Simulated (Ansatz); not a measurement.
Here is an Ansatz 0.2.0 calculation.

input.yaml

```yaml
crystal:
  lattice:
    - [4.1981056157, 0.0, 0.0]
    - [-2.0990528078, 3.6356661109, 0.0]
    - [0.0, 0.0, 3.306847]
  atoms:
    - { symbol: Sn, position: [0.3333333333, 0.6666666667, 0.5] }
    - { symbol: Al, position: [0.0, 0.0, 0.0] }
hamiltonian:
  xc: lda
  pseudopotentials: { kind: paw }
kpoints:
  mp_grid: { grid: [7, 7, 8] }
scf:
  occupations: { method: fermi_dirac, width: 0.05 }
output:
  forces: true
  stress: true
  eigenvalues: true
relax:
  f_tol: 0.01
  max_steps: 40
  cell: { stress_tol: 0.05 }
```

Potentials or basis: Ansatz PAW.

The run is started by

```sh
$ ansatz run input.yaml --threads 2 --pin off --max-ram 5632MiB --backend cpu --events-out ev --progress --plain --runs-dir out
```

Task: What does it give for the band gap on the k mesh?

Result: None (metal or under the smearing width).

Task: Predict the relaxed cell.

Result: a = 4.104 Å, b = 4.104 Å, c = 3.259 Å, α = 90.00°, β = 90.00°, γ = 120.00°.

Final structure:
```
Sn Al
1.0
     4.10359    0.00000    0.00000
    -2.05180    3.55381    0.00000
     0.00000    0.00000    3.25855
Sn Al
1 1
Cartesian
  0.0000 2.3692 1.6293
  0.0000 0.0000 0.0000
```
